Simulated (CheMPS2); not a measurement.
**I2 (iodine): DMRG/STO-6G**

Aim: the energy change on altering one bond length of I2 (iodine) at DMRG/STO-6G, from 2 runs. 

Program for the calculation: CheMPS2 1.8.12.

3 further runs of the same task are left out: 3 set aside as unsound or not needed.

## Step 1: Starting point

The species is I2 (2 atoms), meant as a singlet with charge 0. SMILES: `II`. The coordinates come from a GFN2-xTB relaxation.

Bond lengths: I1–I2 2.665 Å.

## Step 2: A single-point energy at DMRG/STO-6G

Input file integrals.py:

```python
from pyscf import ao2mo, cc, dft, gto, mcscf, mp, scf
from pyscf.tools import fcidump

mol = gto.M(atom="""
I      0.000000     0.000000     0.000000
I      0.000000     0.000000     2.665010
""", basis="sto-6g", spin=0, verbose=3, max_memory=2000)
print("nao                            = %d" % (mol.nao))
mf = scf.RHF(mol)
mf.conv_tol = 1e-10
mf.max_cycle = 200
mf.kernel()
if not mf.converged:
    mf = mf.newton().run(mf.mo_coeff, mf.mo_occ)
print("SCF energy                     = %.10f" % (mf.e_tot))
# MP2, CCSD and CCSD(T) with the same frozen core
ref = mf
pt = mp.MP2(ref, frozen=36).run()
mycc = cc.CCSD(ref, frozen=36)
mycc.max_cycle = 150
mycc.kernel()
print(f"MP2 total energy               = {pt.e_tot:.10f}")
if mycc.converged:
    print("CCSD total energy              = %.10f" % (mycc.e_tot))
    print(f"E(CCSD(T))                     = {mycc.e_tot + mycc.ccsd_t():.10f}")
    print("T1 diagnostic                  = %.4f" % (mycc.get_t1_diagnostic()))
# a few density functionals on the same geometry and basis
ks = dft.RKS(mol, xc="m062x").set(conv_tol=1e-9, verbose=3).run()
if ks.converged:
    print("E(M06-2X)                      = %.8f" % (ks.e_tot))
ks = dft.RKS(mol, xc="wb97x").set(conv_tol=1e-9, verbose=3).run()
if ks.converged:
    print(f"E(wB97X)                       = {ks.e_tot:.8f}")
ks = dft.RKS(mol, xc="r2scan").set(conv_tol=1e-9, verbose=3).run()
if ks.converged:
    print(f"E(r2SCAN)                      = {ks.e_tot:.8f}")
ks = dft.RKS(mol, xc="b3lyp").set(conv_tol=1e-9, verbose=3).run()
if ks.converged:
    print(f"E(B3LYP)                       = {ks.e_tot:.8f}")
# natural orbitals of MP2 give a compact matrix product state
occ_no, mo = mcscf.addons.make_natural_orbitals(mp.MP2(mf, frozen=36).run())
mf.mo_coeff = mo
# write the integrals of the correlated orbitals
cas = mcscf.CASCI(mf, 18, 34)
h1, ecore = cas.get_h1eff()
fcidump.from_integrals("FCIDUMP", h1, cas.get_h2eff(), 18, 34, nuc=ecore, ms=0)
# exact diagonalisation in the same space
ci = mcscf.CASCI(mf, 18, (17, 17))
ci.fix_spin_(ss=0)
ci.fcisolver.conv_tol = 1e-10
ci.fcisolver.max_cycle = 200
ci.kernel()
print(f"E(FCI)                         = {ci.e_tot:.10f}")
```

Input file dmrg.input:

```
FCIDUMP = FCIDUMP
GROUP = 0
MULTIPLICITY = 1
NELECTRONS = 34
IRREP = 0
EXCITATION = 0
SWEEP_STATES = 100, 200, 400, 800, 800
SWEEP_ENERGY_CONV = 1e-04, 1e-04, 1e-04, 1e-04, 1e-06
SWEEP_MAX_SWEEPS = 2, 4, 2, 3, 6
SWEEP_NOISE_PREFAC = 0.5, 0.05, 0.05, 0.005, 0.0
SWEEP_DVDSON_RTOL = 3e-04, 3e-04, 3e-04, 3e-04, 3e-05
NOCC = 0
NACT = 18
NVIR = 0
MOLCAS_FIEDLER = TRUE
PRINT_CORR = FALSE
TMP_FOLDER = .
```

On the command line:

```console
$ python integrals.py && chemps2 --file=dmrg.input
```

The program printed:

```text
$ python integrals.py
[... 1 line left out ...]
converged SCF energy = -13771.2646209363
[... 9 lines left out ...]
converged SCF energy = -13776.3934835353
[... 83 lines left out ...]
***     Minimum energy           = -13771.28178791
[... 45 lines left out ...]
***     Minimum energy           = -13771.2819564668
[... 15 lines left out ...]
***     Maximum discarded weight during the last sweep     = 0
[... 13 lines left out ...]
***     Maximum discarded weight = 0
[... 20 lines left out ...]
***     Minimum energy           = -13771.28195786
[... 15 lines left out ...]
***     Maximum discarded weight = 0
[... 20 lines left out ...]
***     Minimum energy           = -13771.2819579194
[... 15 lines left out ...]
***     Maximum discarded weight during the last sweep     = 0
******************************************************************
```

Wall time 69 s (1 thread of Arm Neoverse V1, shared host); peak memory 0.28 GiB.

## Step 3: The distorted shape: a single-point energy at DMRG/STO-6G

Input file integrals.py:

```python
from pyscf import ao2mo, cc, dft, gto, mcscf, mp, scf
from pyscf.tools import fcidump

mol = gto.M(atom="""
I      0.000000     0.000000    -0.799490
I      0.000000     0.000000     2.665010
""", basis="sto-6g", spin=0, verbose=4, max_memory=2000)
print("nao                      = %d" % (mol.nao))
mf = scf.RHF(mol)
mf.conv_tol = 1e-10
mf.max_cycle = 200
mf.kernel()
if not mf.converged:
    mf = mf.newton().run(mf.mo_coeff, mf.mo_occ)
print("E(SCF)                   = %.10f" % (mf.e_tot))
# MP2, CCSD and CCSD(T) with the same frozen core
ref = mf
pt = mp.MP2(ref, frozen=36).run()
mycc = cc.CCSD(ref, frozen=36)
mycc.max_cycle = 150
mycc.kernel()
print(f"E(MP2)                   = {pt.e_tot:.10f}")
if mycc.converged:
    print("E(CCSD)                  = %.10f" % (mycc.e_tot))
    print(f"E(CCSD(T))               = {mycc.e_tot + mycc.ccsd_t():.10f}")
    print(f"T1 diagnostic            = {mycc.get_t1_diagnostic():.4f}")
# a few density functionals on the same geometry and basis
ks = dft.RKS(mol, xc="m062x").set(conv_tol=1e-9, verbose=3).run()
if ks.converged:
    print("E(M06-2X)                = %.8f" % (ks.e_tot))
ks = dft.RKS(mol, xc="wb97x").set(conv_tol=1e-9, verbose=3).run()
if ks.converged:
    print(f"E(wB97X)                 = {ks.e_tot:.8f}")
ks = dft.RKS(mol, xc="r2scan").set(conv_tol=1e-9, verbose=3).run()
if ks.converged:
    print(f"E(r2SCAN)                = {ks.e_tot:.8f}")
ks = dft.RKS(mol, xc="b3lyp").set(conv_tol=1e-9, verbose=3).run()
if ks.converged:
    print(f"E(B3LYP)                 = {ks.e_tot:.8f}")
# natural orbitals of MP2 give a compact matrix product state
occ_no, mo = mcscf.addons.make_natural_orbitals(mp.MP2(mf, frozen=36).run())
mf.mo_coeff = mo
# FCIDUMP for the DMRG program
cas = mcscf.CASCI(mf, 18, 34)
h1, ecore = cas.get_h1eff()
fcidump.from_integrals("FCIDUMP", h1, cas.get_h2eff(), 18, 34, nuc=ecore, ms=0)
# exact diagonalisation in the same space
ci = mcscf.CASCI(mf, 18, (17, 17))
ci.fix_spin_(ss=0)
ci.fcisolver.conv_tol = 1e-10
ci.fcisolver.max_cycle = 200
ci.kernel()
print(f"E(FCI)                   = {ci.e_tot:.10f}")
```

Input file dmrg.input:

```
FCIDUMP = FCIDUMP
GROUP = 0
MULTIPLICITY = 1
NELECTRONS = 34
IRREP = 0
EXCITATION = 0
SWEEP_STATES = 200, 400, 600, 800, 800
SWEEP_ENERGY_CONV = 1e-05, 1e-05, 1e-05, 1e-05, 1e-07
SWEEP_MAX_SWEEPS = 2, 2, 3, 3, 6
SWEEP_NOISE_PREFAC = 0.5, 0.05, 0.05, 0.005, 0.0
SWEEP_DVDSON_RTOL = 1e-04, 1e-04, 1e-04, 1e-04, 1e-05
NOCC = 0
NACT = 18
NVIR = 0
MOLCAS_FIEDLER = TRUE
PRINT_CORR = TRUE
TMP_FOLDER = .
```

On the command line:

```console
$ python integrals.py && chemps2 --file=dmrg.input
```

The program printed:

```text
$ python integrals.py

[INPUT] verbose = 4
[INPUT] num. atoms = 2
[INPUT] num. electrons = 106
[INPUT] charge = 0
[INPUT] spin (= nelec alpha-beta = 2S) = 0
[INPUT] symmetry False subgroup None
[INPUT] Mole.unit = angstrom
[INPUT] Symbol           X                Y                Z      unit          X                Y                Z       unit  Magmom
[INPUT]  1 I      0.000000000000   0.000000000000  -0.799490000000 AA    0.000000000000   0.000000000000  -1.510817139329 Bohr   0.0
[INPUT]  2 I      0.000000000000   0.000000000000   2.665010000000 AA    0.000000000000   0.000000000000   5.036139019227 Bohr   0.0

nuclear repulsion = 429.054347084509
number of shells = 22
number of NR pGTOs = 324
number of NR cGTOs = 54
basis = sto-6g
ecp = {}
CPU time:         0.77
nao                      = 54

[... 107 lines left out ...]
converged SCF energy = -13776.1645990465
[... 163 lines left out ...]
***     Minimum energy           = -13771.204407387
[... 29 lines left out ...]
***     Maximum discarded weight = 0
[... 35 lines left out ...]
***     Minimum energy           = -13771.2047889864
[... 29 lines left out ...]
***     Minimum energy           = -13771.2351363554
[... 30 lines left out ...]
***     Maximum discarded weight = 0
[... 35 lines left out ...]
***     Minimum energy           = -13771.2351964273
[... 29 lines left out ...]
***     Minimum energy           = -13771.2351974479
[... 30 lines left out ...]
***     Maximum discarded weight during the last sweep     = 0
[... 133 lines left out ...]
   Columns 1 to 8

    0           0.000000    0.000000    0.000000    0.000000    0.000000    0.000000    0.000000
    0.000000    0           0.000000    0.000000    0.000000    0.000000    0.000000    0.000000
    0.000000    0.000000    0           0.000000    0.000000    0.000000    0.000000    0.000000
[... 14 lines of this table left out ...]
    0.000000    0.000000    0.000000    0.000000    0.000001    0.000001    0.000001    0.000001

   Columns 9 to 16

    0.000000    0.000000    0.000000    0.000000    0.000000    0.000000    0.000000    0.000000
    0.000000    0.000000    0.000000    0.000000    0.000000    0.000000    0.000000    0.000000
    0.000000    0.000000    0.000000    0.000000    0.000000    0.000000    0.000000    0.000000
[... 14 lines of this table left out ...]
    0.000002    0.000006    0.000229    0.000256    0.007415    0.007222    0.000863    0.018499

   Columns 17 to 18

    0.000000    0.000000
    0.000000    0.000000
    0.000000    0.000000
[... 12 lines of this table left out ...]
    0.002746    0.018499
    0           0.450813
    0.450813    0

--------------------------------------------------------
```

Wall time 56 s (1 thread of Arm Neoverse V1, shared host); peak memory 0.28 GiB.

## Step 4: Outcome

At DMRG/STO-6G, 36 core orbitals frozen:

| quantity | value |
| --- | --- |
| run 1, DMRG/STO-6G: total energy | -13771.28196 Eh |
| run 1, DMRG/STO-6G: T1 diagnostic of the CCSD step | 0.002 |
| distorted shape: total energy | -13771.23520 Eh |
| distorted shape: T1 diagnostic of the CCSD step | 0.006 |
| energy change with the I1–I2 bond stretched from 2.665 to 3.465 Å | 1.272 eV |

In words: With the I1–I2 bond stretched from 2.665 to 3.465 Å the energy rises by 1.27 eV (123 kJ/mol). The first shape isn't relaxed at this level, so the change isn't measured from a minimum. The minimal basis adds a large error of its own. Relativity is left out (run 1, DMRG/STO-6G) although the molecule holds a heavy atom. Relativity is left out (distorted shape) although the molecule holds a heavy atom.
